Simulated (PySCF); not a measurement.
# [SmF3(H2O)]−: other functionals and bases at one geometry

How far do other levels of theory move the description of [SmF3(H2O)]−, and what does each cost? It is a constructed species; whether it can be made isn't addressed.

Program: PySCF 2.14.0. Level of theory: several levels, as the steps say, no spin–orbit coupling. These are calculated values, not measurements.

1 further run of the same task is left out (for a known fault of the program).

### 1 Starting geometry

7 atoms, charge -1, spin multiplicity 1.

Bond lengths: Sm1–F2 2.223 Å, Sm1–F3 2.360 Å, Sm1–F4 2.218 Å, Sm1–O5 2.725 Å, Sm1–H6 2.511 Å, O5–H6 1.027 Å, O5–H7 0.963 Å. Angles: F2–Sm1–F3 122.5°, F2–Sm1–F4 118.9°, F2–Sm1–O5 131.0°, F2–Sm1–H6 133.6°, F3–Sm1–F4 113.3°, F3–Sm1–O5 56.8°, F3–Sm1–H6 34.6°, F4–Sm1–O5 98.8°, F4–Sm1–H6 106.2°, O5–Sm1–H6 22.1°, Sm1–O5–H6 67.1°, Sm1–O5–H7 104.7°, H6–O5–H7 103.9°, Sm1–H6–O5 90.7°.

Geometry (Å):

| atom | x (Å) | y (Å) | z (Å) |
| --- | --- | --- | --- |
| Sm1 | 0.1359 | 0.1381 | 0.2062 |
| F2 | 1.5274 | 1.0591 | 1.6746 |
| F3 | -2.1684 | -0.1300 | 0.6372 |
| F4 | 0.9329 | -1.3334 | -1.2490 |
| O5 | -1.8123 | 1.2442 | -1.3456 |
| H6 | -2.1886 | 0.6955 | -0.5628 |
| H7 | -1.8887 | 0.6526 | -2.1012 |

Formal oxidation states: Sm +2. Each metal's 6 4f electrons lie in its core potential, so multiplicities, spins and levels count the valence alone. An earlier session relaxed this geometry at PBE0, Sm lcecp-0-SVP with ECP52, F def2-SVP, O def2-SVP, H def2-SVP (singlet, point group C1).

At PBE0 on the finer grid: E = -404.410977 Eh, frontier levels not given, since the 4f levels lie in the core, Mulliken charge on Sm1 +0.74 e, largest force component 0.018 eV/Å. 

Levels to run: M06-L; B3LYP; PBE0, TZVP. Hardware: 2 threads of Arm Neoverse V2, shared host.

### 2 M06-L

Input file run.py (the lines that set the calculation):

```python
mol = gto.M(atom='''
Sm     0.13593     0.13812     0.20616
F      1.52741     1.05914     1.67463
F     -2.16838    -0.12997     0.63722
F      0.93290    -1.33337    -1.24898
O     -1.81230     1.24422    -1.34558
H     -2.18865     0.69545    -0.56285
H     -1.88875     0.65263    -2.10117''',
    basis={'Sm': 'lcecp-0-SVP', 'F': 'def2-SVP', 'O': 'def2-SVP', 'H': 'def2-SVP'},
    ecp={'Sm': 'lcecp-0-SVP'},
    charge=-1, spin=0)
mf = dft.RKS(mol, xc='M06L')
mf.grids.atom_grid = (75, 302)  # f atoms: unpruned, at least (60, 302)
mf = mf.density_fit()  # fitting sets: Sm AutoAux, F def2-universal-JKFIT, O def2-universal-JKFIT, H def2-universal-JKFIT
mf.conv_tol = 1e-08; mf.max_cycle = 55
mf.kernel(dm0)  # dm0: the density of the relaxed state
```

Launch:

```
$ OMP_NUM_THREADS=2 python run.py
```

### 3 B3LYP

run.py (the lines that set the calculation): that of step 2 with these lines changed.

```diff
@@ -11,3 +11,3 @@
     charge=-1, spin=0)
-mf = dft.RKS(mol, xc='M06L')
+mf = dft.RKS(mol, xc='B3LYP')
 mf.grids.atom_grid = (75, 302)  # f atoms: unpruned, at least (60, 302)
```

### 4 PBE0, TZVP

Basis: Sm lcecp-0-TZVP with ECP52, F def2-TZVP, O def2-TZVP, H def2-TZVP. 

Input file run.py (the lines that set the calculation):

```python
mol = gto.M(atom='''
Sm     0.13593     0.13812     0.20616
F      1.52741     1.05914     1.67463
F     -2.16838    -0.12997     0.63722
F      0.93290    -1.33337    -1.24898
O     -1.81230     1.24422    -1.34558
H     -2.18865     0.69545    -0.56285
H     -1.88875     0.65263    -2.10117''',
    basis={'Sm': 'lcecp-0-TZVP', 'F': 'def2-TZVP', 'O': 'def2-TZVP', 'H': 'def2-TZVP'},
    ecp={'Sm': 'lcecp-0-TZVP'},
    charge=-1, spin=0)
mf = dft.RKS(mol, xc='PBE0')
mf.grids.atom_grid = (75, 302)  # f atoms: unpruned, at least (60, 302)
mf = mf.density_fit()  # fitting sets: Sm AutoAux, F def2-universal-JKFIT, O def2-universal-JKFIT, H def2-universal-JKFIT
mf.conv_tol = 1e-08; mf.max_cycle = 55
mf.kernel(dm0)  # dm0: free metal ions and neutral atoms
```

**Question.** What will these runs give? Wanted: for each run, charge on Sm1; dipole; largest force.

The runs gave:

| level | state | charge on Sm1 (e) | dipole (D) | largest force (eV/Å) | basis functions | time |
| --- | --- | --- | --- | --- | --- | --- |
| PBE0 (relaxed here) | singlet | 0.74 | 1.71 | 0.02 | 97 | 14 s |
| M06-L | singlet | 0.83 | 1.65 | 0.26 | 97 | 8.4 s |
| B3LYP | singlet | 0.67 | 1.72 | 0.21 | 97 | 4.8 s |
| PBE0, TZVP | singlet | 1.14 | 1.64 | 0.28 | 183 | 14 s |

Times are on 2 threads of Arm Neoverse V2, shared host; the first row also made further properties. The dipole of a charged species depends on the origin, so these sizes hold for this origin alone.

The largest leftover force, 0.28 eV/Å with PBE0, TZVP, stands at a geometry relaxed at another level. The Mulliken charge on Sm spans +0.67 to +1.14 e over the levels. With 4f in the core, its levels are missing from HOMO and gap. Total energies of different levels can't be compared. Spin–orbit coupling is left out throughout.
